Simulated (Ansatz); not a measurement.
# CH7OSi2: rigid torsion scan, by script

Wanted for CH7OSi2: a rigid torsion scan. SMILES: C[Si](O)[SiH3].

All numbers are computed with Ansatz 0.2.0 through its Python package. Level of theory: r2SCAN/def2-SVP.

**1. The structure**

Bond lengths: C1–Si2 1.794 Å, Si2–O3 1.641 Å, Si2–Si4 2.249 Å, C1–H5 1.070 Å, C1–H6 1.129 Å, C1–H7 1.129 Å, O3–H8 1.035 Å, Si4–H9 1.571 Å, Si4–H10 1.482 Å, Si4–H11 1.471 Å. Angles (14 of 16 angles, heavy atoms first): C1–Si2–O3 112.0°, C1–Si2–Si4 111.9°, O3–Si2–Si4 111.9°, Si2–C1–H5 115.4°, Si2–C1–H6 114.0°, Si2–C1–H7 112.7°, Si2–O3–H8 116.8°, Si2–Si4–H9 109.6°, Si2–Si4–H10 111.3°, Si2–Si4–H11 114.1°, H5–C1–H6 106.6°, H5–C1–H7 103.9°, H6–C1–H7 103.1°, H9–Si4–H10 105.3°.

The script holds or builds the structure itself.

**2. Script**

torsion_ch7osi2.py reads:

```python
# -*- coding: utf-8 -*-
"""Rigid torsion scan of CH7OSi2."""

import ansatz as az
from ase import Atoms

atoms = Atoms(["C", "Si", "O", "Si", "H", "H", "H", "H", "H", "H", "H"], positions=[
    (0.3374, 1.5446, 0.2845),
    (0.7722, -0.1708, -0.0098),
    (1.3134, -0.91, 1.3518),
    (-0.9126, -1.3101, -0.9688),
    (1.1271, 2.1595, 0.6623),
    (-0.5408, 1.6825, 0.9812),
    (0.0046, 2.0765, -0.6541),
    (2.0942, -0.4511, 1.8534),
    (-2.1525, -1.3284, -0.0049),
    (-1.3855, -0.6367, -2.2009),
    (-0.5922, -2.713, -1.2741),
])

# relax first, so that the scan starts from a minimum
first = (
    az.Crystal.molecule_from_ase(atoms).calculation()
    .basis(gaussian="def2-SVP")
    .functional("r2scan")
    .spin("collinear", total=1)
    .relax(force_tolerance=0.02, max_steps=80)
)
atoms.positions = first.run(threads=1, pin="off").report["positions_ang"]

start = atoms.get_dihedral(0, 1, 3, 8)
energies = {}
for turn in range(0, 121, 15):
    turned = atoms.copy()
    turned.set_dihedral(0, 1, 3, 8, start + turn, indices=[3, 8, 9, 10])
    calculation = (
        az.Crystal.molecule_from_ase(turned).calculation()
        .basis(gaussian="def2-SVP")
        .functional("r2scan")
        .spin("collinear", total=1)
    )
    energies[round((start + turn) % 360)] = calculation.run(threads=1, pin="off").report["free_energy_ev"]
floor = min(energies.values())
print("dihedral C0-Si1-Si3-H8 (deg)   E - E(min) (eV)")
for angle, e in sorted(energies.items()):
    print(f"{angle:8d} {(e - floor):14.3f}  " + "#" * int(30 * (e - floor) / max(max(energies.values()) - floor, 1e-9)))
```

**3. The input behind the calls**

The engine receives this input (first run):

```yaml
crystal:
  periodic: [false, false, false]
  atoms:
    - { symbol: C, position_ang: [0.3374, 1.5446, 0.2845] }
    - { symbol: Si, position_ang: [0.7722, -0.1708, -0.0098] }
    - { symbol: O, position_ang: [1.3134, -0.91, 1.3518] }
    - { symbol: Si, position_ang: [-0.9126, -1.3101, -0.9688] }
    - { symbol: H, position_ang: [1.1271, 2.1595, 0.6623] }
    - { symbol: H, position_ang: [-0.5408, 1.6825, 0.9812] }
    - { symbol: H, position_ang: [0.0046, 2.0765, -0.6541] }
    - { symbol: H, position_ang: [2.0942, -0.4511, 1.8534] }
    - { symbol: H, position_ang: [-2.1525, -1.3284, -0.0049] }
    - { symbol: H, position_ang: [-1.3855, -0.6367, -2.2009] }
    - { symbol: H, position_ang: [-0.5922, -2.713, -1.2741] }
basis:
  gaussian:
    orbitals: def2-SVP
hamiltonian:
  xc: r2scan
magnetization:
  spin_polarized: true
  initial_magnetization: 1.0
relax:
  f_tol: 0.02
  max_steps: 80
```

**4. The run**

The run is started by

```console
> python torsion_ch7osi2.py
```

Standard output:

```text
dihedral C0-Si1-Si3-H8 (deg)   E - E(min) (eV)
      15          0.047  ############################
      30          0.034  ####################
      45          0.020  ############
      60          0.013  #######
     300          0.000
     315          0.007  ###
     330          0.023  #############
     345          0.041  ########################
     360          0.050  ##############################
```

Wall time 72 s (1 thread of AMD EPYC 9R45 (Zen 5), shared host); peak memory 0.3 GiB.

**5. How the relaxation of run 0 went**

Relaxation path:

| step | energy from step 1 (eV) | largest force component (eV/Å) |
| --- | --- | --- |
| 1 | 0.0000 | 2.4945 |
| 2 | -0.3298 | 1.1853 |
| 3 | -0.3879 | 0.3915 |
| 4 | -0.4000 | 0.1538 |
| 5 | -0.4010 | 0.0626 |
| 6 | -0.4010 | 0.0765 |
| 7 | -0.4014 | 0.0313 |
| 8 | -0.4016 | 0.0091 |

Step 1 is the start. Step 6 was tried and not accepted.

Before: Bond lengths: C1–Si2 1.794 Å, Si2–O3 1.641 Å, Si2–Si4 2.249 Å, C1–H5 1.070 Å, C1–H6 1.129 Å, C1–H7 1.129 Å, O3–H8 1.035 Å, Si4–H9 1.571 Å, Si4–H10 1.482 Å, Si4–H11 1.471 Å. Angles (14 of 16 angles, heavy atoms first): C1–Si2–O3 112.0°, C1–Si2–Si4 111.9°, O3–Si2–Si4 111.9°, Si2–C1–H5 115.4°, Si2–C1–H6 114.0°, Si2–C1–H7 112.7°, Si2–O3–H8 116.8°, Si2–Si4–H9 109.6°, Si2–Si4–H10 111.3°, Si2–Si4–H11 114.1°, H5–C1–H6 106.6°, H5–C1–H7 103.9°, H6–C1–H7 103.1°, H9–Si4–H10 105.3°.

After: Bond lengths: C1–Si2 1.891 Å, Si2–O3 1.684 Å, Si2–Si4 2.344 Å, C1–H5 1.103 Å, C1–H6 1.104 Å, C1–H7 1.102 Å, O3–H8 0.966 Å, Si4–H9 1.500 Å, Si4–H10 1.497 Å, Si4–H11 1.494 Å. Angles (14 of 16 angles, heavy atoms first): C1–Si2–O3 111.5°, C1–Si2–Si4 112.1°, O3–Si2–Si4 106.5°, Si2–C1–H5 111.9°, Si2–C1–H6 110.8°, Si2–C1–H7 110.4°, Si2–O3–H8 116.0°, Si2–Si4–H9 113.2°, Si2–Si4–H10 108.0°, Si2–Si4–H11 110.7°, H5–C1–H6 107.9°, H5–C1–H7 107.5°, H6–C1–H7 108.2°, H9–Si4–H10 107.9°.

Run 0 is this relaxation; the runs after it count from 1.

**6. The runs side by side**

The 9 runs, in the order started:

```csv
run,turn (°),energy from run 1 (eV),<S²>,SCF cycles,CPU time (s)
1,0,0.0000,0.75,19,3.9
2,15,0.0066,0.75,19,3.9
3,30,0.0231,0.75,19,3.9
4,45,0.0409,0.75,19,3.9
5,60,0.0504,0.75,19,3.9
6,75,0.0473,0.75,19,3.8
7,90,0.0345,0.75,19,3.8
8,105,0.0203,0.75,19,3.8
9,120,0.0133,0.75,19,3.8
```

**7. Summary of results**

```
              quantity     value
         runs compared         9
       range of energy  0.050 eV
lowest point, turn (°)         0
```

**Reading.** The lowest point lies at a turn of 0°, the highest 0.050 eV (4.9 kJ/mol) above it at 60°. The grid can miss the true lowest and highest points, and the rest of the molecule is held rigid. Run 0: After 6 moves the largest shift is 0.119 Å, of atom 8 (H). The scan is rigid and the energies are electronic, in a modest basis. With rigid groups the curve can differ much from the relaxed path, the start wasn't checked as a minimum of this torsion, and equivalent turns needn't return to the same energy. The species is open-shell (spin multiplicity 2).
